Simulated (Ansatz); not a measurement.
## MgO, space group Fm-3m: a G0W0 quasiparticle calculation, step by step

With the Python package of Ansatz (0.2.0).

The cells in order, each with its output:

In [1]:
```python
import warnings

import ansatz
```

In [2]:
```python
warnings.simplefilter('ignore', ansatz.DeckWarning)
```

In [3]:
```python
xtal = (
    ansatz.Lattice.from_parameters(2.981869, 2.981869, 2.981869, alpha=60.0, beta=60.0, gamma=60.0)
    .atom('Mg', [0.0, 0.0, 0.0])
    .atom('O', [0.5, 0.5, 0.5])
)
```

In [4]:
```python
xtal.resolved().sites[-1]
```
Out [4]:
```text
Site(symbol='O', position=(0.5, 0.5, 0.5), moment=None, axis=None, held=None, saved=None)
```

In [5]:
```python
calc = (
    xtal.calculation()
    .functional('pbesol')
    .pseudopotentials('paw')
    .basis(420)
    .kpoints(mesh=(6, 6, 6))  # sampling of the Brillouin zone
    .occupations('fixed')
    .gw(empty_bands=100, screening_cutoff=80, quasiparticle_bands=('v1', 'c1'))
)
events = []
result = calc.session().plan().execute(on_event=events.append, runs_dir='gw_run')
gw = next(e['data'] for e in events if e['event'] == 'gw_qp')
top = gw['frontier_bands']['highest_filled_band']
print(' k band    E_KS   Sigma_x  Sigma_c     Vxc      Z    E_QP (eV)')
for qp in gw['qp']:
    print(f'{qp["ik"]:2d} {qp["band"]:4d} {qp["eps_ks_ev"]:7.3f} {qp["sigma_x_ev"]:9.3f} {qp["sigma_c_at_ks_ev"]:8.3f} {qp["vxc_ev"]:8.3f} {qp["z"]:6.3f} {qp["e_qp_ev"]:8.3f}')
for key, label in (('eps_ks_ev', 'Kohn-Sham'), ('e_qp_ev', 'G0W0')):
    filled = max(qp[key] for qp in gw['qp'] if qp['band'] <= top)
    empty = min(qp[key] for qp in gw['qp'] if qp['band'] > top)
    print(f'{label} gap on the mesh: {empty - filled:.3f} eV')
print('static dielectric eigenvalues (RPA, this mesh):', [round(e, 3) for e in gw['screening'][0]['eps_tensor_eigenvalues']])
```
```text
 k band    E_KS   Sigma_x  Sigma_c     Vxc      Z    E_QP (eV)
 0    8   7.971   -26.349    4.044  -20.793  0.811    6.752
 0    9  12.571   -10.128   -3.634  -14.991  0.858   13.621
 1    8   7.796   -26.168    4.062  -20.550  0.811    6.541
 1    9  14.000   -10.997   -3.554  -15.994  0.850   15.221
 2    8   7.470   -25.860    4.098  -20.123  0.811    6.151
 2    9  15.490    -8.681   -3.970  -14.091  0.855   16.715
 3    8   7.317   -25.727    4.116  -19.935  0.810    5.969
 3    9  15.699    -7.073   -4.089  -12.444  0.861   16.798
 4    8   7.581   -25.990    4.062  -20.312  0.811    6.280
 4    9  14.485   -11.352   -3.556  -16.455  0.847   15.791
 5    8   7.252   -25.729    4.094  -19.938  0.811    5.886
 5    9  16.138   -10.339   -3.906  -15.962  0.846   17.582
 6    8   7.128   -25.617    4.119  -19.773  0.810    5.742
 6    9  16.802    -7.820   -4.103  -13.416  0.854   18.071
 7    8   7.317   -25.734    4.115  -19.943  0.810    5.969
 7    9  16.794    -8.657   -4.076  -14.328  0.849   18.143
 8    8   7.653   -26.017    4.087  -20.339  0.811    6.372
 8    9  15.531   -10.887   -3.773  -16.335  0.846   16.940
 9    8   6.912   -25.537    4.114  -19.641  0.810    5.479
 9    9  17.131   -10.076   -4.101  -16.025  0.846   18.683
10    8   6.780   -25.453    4.132  -19.510  0.810    5.326
10    9  17.591    -5.587   -4.223  -11.167  0.861   18.754
11    8   6.969   -25.526    4.131  -19.633  0.810    5.553
11    9  18.111    -7.084   -4.265  -12.923  0.852   19.445
12    8   6.619   -25.391    4.140  -19.401  0.810    5.134
12    9  16.922    -3.911   -4.172   -9.213  0.868   17.900
13    8   6.949   -25.390    4.099  -19.529  0.810    5.533
13    9  17.835   -10.066   -4.181  -16.185  0.841   19.452
14    8   6.698   -25.159    4.100  -19.244  0.810    5.239
14    9  18.378    -8.003   -4.249  -13.981  0.846   19.833
15    8   6.290   -24.784    4.084  -18.804  0.810    4.769
15    9  18.357    -6.227   -4.209  -11.970  0.851   19.659
Kohn-Sham gap on the mesh: 4.600 eV
G0W0 gap on the mesh: 6.869 eV
static dielectric eigenvalues (RPA, this mesh): [3.177, 3.177, 3.177]
```

Reading the output:
- Total energies depend on the potentials; only differences at equal settings carry meaning. A total without «per atom» is that of the whole cell that was run.
- The k-point mesh is coarse, and energy and stress weren't tested for convergence.
- Of the deposited cell: the entry's cell lengths or inner coordinates differ somewhat from later room-temperature determinations.
- The structure is a deposited one; some such entries were measured under pressure or heat, so a shift against it needn't be the functional's error alone.
- Mesh, empty bands and screening cutoff are small, so the quasiparticle gap isn't converged, and it is read on the mesh points alone. Spin-orbit coupling is left out, which matters for heavy elements.
- Run time: 15 s on 1 thread of Arm Neoverse V2 (shared host), peak memory 0.34 GiB.
